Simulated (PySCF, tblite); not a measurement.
# Sb31H15: electronic excitations

Aim: compute the electronic excitations of Sb31H15.

Programs: tblite 0.8.0 and PySCF 2.14.0, with routines of our own; each step states its level. All values are computed. Atoms count from 0.

## 1. The system as given

46 atoms, charge 0, multiplicity 1; geometry from: force field, distance geometry or constructed start.

## 2. Optimising the geometry with GFN1-xTB

Job settings and geometry (Å):

```
{"job": {"kind": "relax", "xc": "GFN1-xTB", "basis": "xTB"}, "charge": 0, "multiplicity": 1}
Sb    -4.104700     3.247700    -0.818900
Sb    -6.167600     4.438500     0.825800
Sb    -8.214000     3.247200    -0.816300
Sb    -8.219900     0.881300     0.826500
Sb    -6.165400    -0.310700    -0.813900
Sb    -4.112900     0.876400     0.830100
Sb    10.274100    -0.307800    -0.820600
Sb     8.222600     0.879600     0.834200
Sb     6.167100    -0.311600    -0.817700
Sb     6.161600    -2.683000     0.834300
Sb     8.217100    -3.869700    -0.819400
Sb    10.271500    -2.684200     0.832700
Sb     4.106200     3.250200    -0.812300
Sb     2.057000     4.435300     0.830000
Sb    -0.002200     3.254600    -0.817100
Sb    -0.001900     0.877500     0.839000
Sb     2.055200    -0.307600    -0.816400
Sb     4.108500     0.873500     0.831700
Sb   -10.274600    -0.307700    -0.814800
Sb   -10.271200    -2.681300     0.835400
Sb    -8.221500    -3.864700    -0.815800
Sb    -6.165300    -2.680700     0.832500
Sb     8.222600     3.254100    -0.810700
Sb     6.160200     4.431600     0.831200
Sb    -2.054300     4.438500     0.833600
Sb    -2.060900    -0.310400    -0.814800
Sb    -2.054100    -2.679900     0.832000
Sb    -0.000600    -3.867900    -0.816100
Sb     2.055400    -2.681800     0.830700
Sb     4.110700    -3.868100    -0.813900
Sb    -4.106000    -3.867900    -0.818400
H     -6.166300     5.849300    -0.149100
H     -9.443100     3.955700     0.162800
H     11.499000     0.395300     0.168400
H      8.220400    -5.278800     0.161400
H     11.497400    -3.386000    -0.152200
H      2.054000     5.848100    -0.153400
H    -11.496000     0.399100     0.162100
H    -11.495800    -3.392100    -0.149400
H     -8.224000    -5.277200     0.165900
H      9.442000     3.953300     0.168500
H      6.170300     5.842400    -0.145600
H     -2.049900     5.849000    -0.152900
H      0.002600    -5.281100     0.162900
H      4.105900    -5.278900     0.167100
H     -4.111500    -5.279000     0.161300
```

Run with:

```sh
$ OMP_NUM_THREADS=4 python large_run.py task.json out
```

This one command runs all jobs of the session in turn.

The program printed:

```text
step      E/eV     max force
  0   -2363.36085    1.906
  1   -2364.53505    1.449
  2   -2365.95031    0.308
  3   -2365.98813    0.171
  4   -2365.99915    0.140
  5   -2366.05786    0.269
  6   -2366.08478    0.304
  7   -2366.15857    0.307
  8   -2366.21525    0.233
  9   -2366.24757    0.158
 10   -2366.25456    0.105
 11   -2366.26061    0.109
 12   -2366.27396    0.136
 13   -2366.29497    0.198
 14   -2366.32071    0.238
 15   -2366.34085    0.207
 16   -2366.35103    0.110
 17   -2366.35525    0.084
 18   -2366.35775    0.077
 19   -2366.35959    0.076
 20   -2366.36201    0.093
 21   -2366.36680    0.104
 22   -2366.37559    0.122
 23   -2366.38711    0.124
 24   -2366.39499    0.084
 25   -2366.39785    0.056
 26   -2366.39900    0.052
 27   -2366.40025    0.050
 28   -2366.40266    0.080
 29   -2366.40658    0.137
 30   -2366.41244    0.180
 31   -2366.41944    0.173
 32   -2366.42552    0.106
 33   -2366.42886    0.051
 34   -2366.43003    0.046
 35   -2366.43057    0.045
 36   -2366.43129    0.047
 37   -2366.43249    0.051
 38   -2366.43415    0.052
 39   -2366.43561    0.054
 40   -2366.43634    0.035
 41   -2366.43658    0.021
 42   -2366.43672    0.017
```

Run time: 13 s. Hardware: 4 threads of Arm Neoverse N1, shared host.

Along the way:

```csv
step,energy from step 0 (eV),largest force (eV/Å)
0,0.0000,1.9061
1,-1.1742,1.4492
2,-2.5895,0.3081
3,-2.6273,0.1711
4,-2.6383,0.1397
5,-2.6970,0.2689
6,-2.7239,0.3046
7,-2.7977,0.3074
8,-2.8544,0.2339
10,-2.8937,0.1047
13,-2.9341,0.1981
16,-2.9902,0.1096
18,-2.9969,0.0773
21,-3.0059,0.1042
24,-3.0341,0.0838
27,-3.0394,0.0496
29,-3.0457,0.1373
32,-3.0647,0.1053
35,-3.0697,0.0449
38,-3.0733,0.0521
39,-3.0748,0.0536
40,-3.0755,0.0360
41,-3.0757,0.0217
42,-3.0759,0.0170
```

Distances of close pairs at the start and the end, largest changes first:

```csv
bond,before (Å),after (Å),change (Å)
Sb6–Sb11,2.895,2.749,-0.146
Sb15–Sb25,2.896,2.753,-0.143
Sb18–Sb19,2.891,2.749,-0.142
Sb0–Sb1,2.895,2.753,-0.141
Sb15–Sb16,2.894,2.753,-0.141
Sb10–Sb11,2.891,2.750,-0.141
Sb8–Sb17,2.892,2.751,-0.141
Sb21–Sb30,2.894,2.753,-0.141
```

The final coordinates are the input of the step that follows.

## 3. Electronic excitations: TDDFT PBE/def2-SVP

Job settings and geometry (Å):

```
{"job": {"kind": "uv", "basis": "def2-SVP", "grid": 1, "kgrid": 0, "vcut": null, "nstates": 6, "ntriplets": 2, "tda": false, "delta": ["ip_vertical"], "pop": true, "xc": "PBE"}, "charge": 0, "multiplicity": 1}
Sb    -3.968640     3.089256    -0.776963
Sb    -5.935197     4.295893     0.725281
Sb    -7.966147     3.097754    -0.688721
Sb    -7.866373     0.809636     0.836221
Sb    -5.913652    -0.285600    -0.772196
Sb    -3.943787     0.823727     0.795563
Sb     9.880087    -0.232685    -0.724027
Sb     7.865919     0.806492     0.838111
Sb     5.913563    -0.286693    -0.772160
Sb     5.952104    -2.559115     0.787444
Sb     7.929227    -3.711503    -0.743888
Sb     9.996161    -2.591703     0.682393
Sb     3.969570     3.089225    -0.775557
Sb     2.012139     4.263804     0.760507
Sb     0.000469     3.116995    -0.729162
Sb    -0.000331     0.818301     0.796333
Sb     1.972052    -0.289726    -0.772615
Sb     3.943641     0.822636     0.795541
Sb    -9.879951    -0.232104    -0.724979
Sb    -9.996330    -2.589400     0.684299
Sb    -7.930427    -3.711118    -0.742058
Sb    -5.951805    -2.558237     0.787103
Sb     7.967599     3.096840    -0.683445
Sb     5.935186     4.294344     0.729168
Sb    -2.011696     4.263485     0.759990
Sb    -1.972760    -0.289058    -0.773008
Sb    -1.976849    -2.584028     0.757570
Sb    -0.000011    -3.734494    -0.772390
Sb     1.976322    -2.584337     0.758434
Sb     3.982409    -3.729222    -0.739788
Sb    -3.982818    -3.727599    -0.741676
H     -5.936675     5.673562    -0.269331
H     -9.167716     3.794789     0.288555
H     11.090524     0.449127     0.251645
H      7.959192    -5.107498     0.223350
H     11.152881    -3.250317    -0.375521
H      1.998103     5.676592    -0.179659
H    -11.090842     0.451334     0.249340
H    -11.154049    -3.249262    -0.371841
H     -7.960877    -5.106217     0.226444
H      9.167817     3.792444     0.296738
H      5.938181     5.673095    -0.264015
H     -1.997452     5.676897    -0.179304
H     -0.000467    -5.156061     0.155697
H      3.965123    -5.145717     0.195095
H     -3.965672    -5.145032     0.191842
```

Level: TDDFT PBE/def2-SVP, vertical, gas phase, core orbitals frozen in the response.

The program printed:

```text
start: PBE on a coarse grid of 269016 points
cycle   1  E = -7177.9371914852  dE = -5.811e+02  |g| = 2.337e+01  |ddm| = 7.206e+01
cycle   2  E = -1230.5322329194  dE =  5.947e+03  |g| = 4.610e+01  |ddm| = 8.668e+02
cycle   3  E = -5196.7123551939  dE = -3.966e+03  |g| = 3.886e+01  |ddm| = 1.019e+03
cycle   4  E = -7061.1728623244  dE = -1.864e+03  |g| = 2.193e+01  |ddm| = 5.393e+02
cycle   5  E = -6033.6100254036  dE =  1.028e+03  |g| = 3.703e+01  |ddm| = 1.185e+02
cycle   6  E = -7162.0430440248  dE = -1.128e+03  |g| = 1.841e+01  |ddm| = 9.119e+01
cycle   7  E = -7337.4512434541  dE = -1.754e+02  |g| = 1.240e+01  |ddm| = 3.305e+01
cycle   8  E = -6169.3662716516  dE =  1.168e+03  |g| = 3.124e+01  |ddm| = 3.103e+02
cycle   9  E = -7338.5955712121  dE = -1.169e+03  |g| = 1.378e+01  |ddm| = 3.026e+02
cycle  10  E = -7080.6635827178  dE =  2.579e+02  |g| = 2.043e+01  |ddm| = 3.891e+01
cycle  11  E = -7001.9492520780  dE =  7.871e+01  |g| = 2.324e+01  |ddm| = 7.486e+01
cycle  12  E = -7364.5361796723  dE = -3.626e+02  |g| = 1.148e+01  |ddm| = 7.083e+01
cycle  13  E = -7142.2717079641  dE =  2.223e+02  |g| = 1.922e+01  |ddm| = 4.078e+01
cycle  14  E = -7448.9248075634  dE = -3.067e+02  |g| = 3.809e+00  |ddm| = 3.099e+01
cycle  15  E = -7348.5322532470  dE =  1.004e+02  |g| = 1.219e+01  |ddm| = 2.481e+01
cycle  16  E = -7356.6601149417  dE = -8.128e+00  |g| = 1.261e+01  |ddm| = 2.464e+01
cycle  17  E = -7432.0393595998  dE = -7.538e+01  |g| = 5.345e+00  |ddm| = 2.335e+01
cycle  18  E = -7429.7006644019  dE =  2.339e+00  |g| = 6.193e+00  |ddm| = 1.640e+01
cycle  19  E = -7457.3741929608  dE = -2.767e+01  |g| = 6.538e-01  |ddm| = 1.180e+01
cycle  20  E = -7456.7767153046  dE =  5.975e-01  |g| = 1.375e+00  |ddm| = 3.533e+00
cycle  21  E = -7457.4803839669  dE = -7.037e-01  |g| = 4.195e-01  |ddm| = 2.593e+00
cycle  22  E = -7457.5562950960  dE = -7.591e-02  |g| = 1.201e-01  |ddm| = 9.601e-01
cycle  23  E = -7457.5590269169  dE = -2.732e-03  |g| = 8.661e-02  |ddm| = 3.372e-01
cycle  24  E = -7457.5620132376  dE = -2.986e-03  |g| = 3.058e-02  |ddm| = 1.930e-01
cycle  25  E = -7457.5622823806  dE = -2.691e-04  |g| = 1.643e-02  |ddm| = 6.799e-02
cycle  26  E = -7457.5623752298  dE = -9.285e-05  |g| = 5.405e-03  |ddm| = 3.150e-02
final grid: 269016 points
cycle  27  E = -7457.5622414886  dE =  1.337e-04  |g| = 1.923e-02  |ddm| = 4.139e-02
cycle  28  E = -7457.5602199512  dE =  2.022e-03  |g| = 7.522e-02  |ddm| = 1.494e-01
cycle  29  E = -7457.5623705337  dE = -2.151e-03  |g| = 6.217e-03  |ddm| = 1.184e-01
cycle  30  E = -7457.5623863023  dE = -1.577e-05  |g| = 1.421e-03  |ddm| = 1.242e-02
cycle  31  E = -7457.5623884200  dE = -2.118e-06  |g| = 2.858e-04  |ddm| = 2.837e-03
cycle  32  E = -7457.5623854995  dE =  2.921e-06  |g| = 9.538e-05  |ddm| = 7.167e-04
converged SCF energy = -7457.5623854995

Static polarisability (au): isotropic 1660.774, principal 739.924 1525.486 2716.913

Singlet excitations
state   eV       nm        f      main configurations
  1   2.3334    531.3   0.00018   H->L 0.92
  2   2.3438    529.0   0.00222   H-1->L 0.97
  3   2.3539    526.7   0.00085   H-2->L 0.91
  4   2.3693    523.3   0.00293   H-3->L 0.96
  5   2.3911    518.5   0.00232   H-4->L 0.93
  6   2.4361    508.9   0.00116   H->L+1 0.92

Triplet excitations (Tamm-Dancoff, eV): 2.2660 2.2808
```

Wall time 4.3 min (4 threads of Arm Neoverse N1, shared host); peak memory 3.1 GiB.

Warnings kept with the result: ip_vertical: open-shell SCF did not converge.

The orbitals next to the gap, with their largest atomic shares:

```csv
orbital,eV,atoms
HOMO−4,-5.23,"Sb4 7 %, Sb8 7 %, Sb5 6 %"
HOMO−3,-5.22,"Sb12 12 %, Sb0 11 %, Sb23 10 %"
HOMO−2,-5.20,"Sb27 14 %, Sb28 13 %, Sb26 13 %"
HOMO−1,-5.19,"Sb9 9 %, Sb8 9 %, Sb21 9 %"
HOMO,-5.18,"Sb15 13 %, Sb14 13 %, Sb16 7 %"
LUMO,-2.87,"Sb16 6 %, Sb25 6 %, Sb15 6 %"
LUMO+1,-2.77,"Sb14 6 %, Sb13 5 %, Sb24 5 %"
LUMO+2,-2.69,"Sb16 11 %, Sb25 11 %, Sb5 11 %"
LUMO+3,-2.68,"Sb15 15 %, Sb25 9 %, Sb16 9 %"
```

With each of the 6 states as a Gaussian band of 0.4 eV half-width at 1/e, the curve within the window shown has maxima at 522 nm (ε 390) L/(mol cm). Beyond the last state computed it falls off for lack of states. The curve at chosen wavelengths:

(nm, ε (L/mol/cm)): (453, 173), (463, 221), (474, 272), (484, 314), (495, 351), (505, 374), (516, 387), (526, 388), (537, 379), (547, 362), (558, 337), (568, 310), (579, 278), (589, 248), (600, 216), (610, 188), (621, 160), (631, 137), (642, 115), (652, 97), (663, 80), (673, 67), (684, 55), (694, 46), (705, 37), (715, 31)

Leading natural transition orbitals of singlet state 4: the hole lies on Sb0, Sb12 about 12 % each; Sb1, Sb23 about 9 % each; the particle on 5 Sb atoms about 6 % each.

Leading natural transition orbitals of singlet state 1: the hole lies on Sb14 14 %; Sb15 10 %; Sb13, Sb24 about 7 % each; the particle on 5 Sb atoms about 6 % each.

Ground-state properties from the same run:

```csv
property,computed
dipole moment (D),0.13
polarisability (Å³),246.10
HOMO–LUMO gap (eV),2.31
−ε(HOMO) (eV),5.18
```

The fields below are evaluated on a grid from the run's orbitals.

Frontier orbitals at PBE/def2-SVP, with the share of their density that lies nearest to each atom:

```csv
orbital,energy (eV),lies on
HOMO,-5.18,"Sb14, Sb15 about 13 % each; 4 Sb atoms about 6 % each"
LUMO,-2.87,5 Sb atoms about 6 % each
```

ELF in a plane through or near 16 of the atoms.

Ten even steps from '0' (0.00) to '9' (0.99):
```
0000000000000000000000000000
0000000000000000000000000000
0000000990089009900990000000
0000000990099009900990000000
0000122241233223321422210000
0000432443244224423442340000
0000335435743663465346330000
0000043113311331133113400000
0013313222222222222223133100
0043452334333442334332543400
0022641464356337534641462200
0004420442044114412440244000
0022323222222222222223232200
0199333432244224422343339910
0098237435743664465347328900
0010043214411441144123400000
0000024003400440043004200000
0000000000000000000000000000
0000000000000000000000000000
0000000000000000000000000000
```
The map spans 27.5 Å across and 16.6 Å up, centred on the molecule. Atoms in the plane (x, y in Å): Sb0 (4.0, 3.1), Sb2 (8.0, 3.1), Sb4 (5.9, -0.3), Sb6 (-9.9, -0.2), Sb8 (-5.9, -0.3), Sb10 (-7.9, -3.7), Sb12 (-4.0, 3.1), Sb14 (0.0, 3.1), Sb16 (-2.0, -0.3), Sb18 (9.9, -0.2), Sb20 (7.9, -3.7), Sb22 (-8.0, 3.1), Sb25 (2.0, -0.3), Sb27 (0.0, -3.7), Sb29 (-4.0, -3.7), Sb30 (4.0, -3.7).

log10 of the density (e/Å³) in the same plane.

Ten even steps from ' ' (-4.0) to '@' (1.4):
```
                                                        
              ::::..  ::::    ::::  ..::::              
            ::====::::====::::====::::====::            
        ..::--++**==--++++----++++--==**++--::..        
      ..--==++++++++++++++++++++++++++++++++==--..      
      ::++**##**++**##++++####++++##**++**##**++::      
      ::++%%@@**++@@@@**++@@@@++**@@@@++++@@%%++::      
    ::--==**##++++****++++****++++****++++##**==--::    
  ..--++++++++++++++++++++++++++++++++++++++++++++--..  
  ::==**%%**++####**++####++++####++**####++**%%**==::  
  ::==##@@**++%%@@**++@@@@++++@@@@++**@@%%++**@@##==::  
  ..==****++==****++==****++++****==++****==++****==..  
  ::==++++++++++++++++++++++++++++++++++++++++++++==::  
  ::++**++**%%**++####++++####++++####++**%%**++**++::  
  ::==++++##@@**++@@@@++++@@@@++++@@%%++++@@##++++==::  
  ..::--==****====****====****====****====****==--::..  
      ..::==++----====----====----====----++==::..      
        ..::::....::::....::::....::::....::::..        
                                                        
                                                        
```
The map spans 27.5 Å across and 16.6 Å up, centred on the molecule. Atoms in the plane (x, y in Å): Sb0 (4.0, 3.1), Sb2 (8.0, 3.1), Sb4 (5.9, -0.3), Sb6 (-9.9, -0.2), Sb8 (-5.9, -0.3), Sb10 (-7.9, -3.7), Sb12 (-4.0, 3.1), Sb14 (0.0, 3.1), Sb16 (-2.0, -0.3), Sb18 (9.9, -0.2), Sb20 (7.9, -3.7), Sb22 (-8.0, 3.1), Sb25 (2.0, -0.3), Sb27 (0.0, -3.7), Sb29 (-4.0, -3.7), Sb30 (4.0, -3.7).

On the surface of density 0.002 e/bohr³ the electrostatic potential runs, from the 1st to the 99th percentile, from -0.14 V near Sb1 to 0.92 V near H45.

## 4. Summary of results

```
                                quantity                        value
           lowest singlet (PBE/def2-SVP)  2.33 eV (531 nm), f = 0.000
brightest single state of those computed  state 4, 2.37 eV, f = 0.003
                          lowest triplet                      2.27 eV
   surface potential, 1st and 99th percentile           -0.14 V and 0.92 V
```

What this shows: The lowest singlet, at 2.33 eV, is HOMO→LUMO 0.92 and is dark; of the 6 states computed, the strongest absorption comes from states 2 to 5 together at 2.37 eV. The lowest triplet lies 0.07 eV below the lowest singlet (triplets in Tamm-Dancoff, singlets in full TDDFT). Spin-orbit coupling, left out, mixes singlets and triplets in elements this heavy. By nearest atom (PBE/def2-SVP), the HOMO sits on Sb14, Sb15 about 13 % each; 4 Sb atoms about 6 % each and the LUMO on 5 Sb atoms about 6 % each.
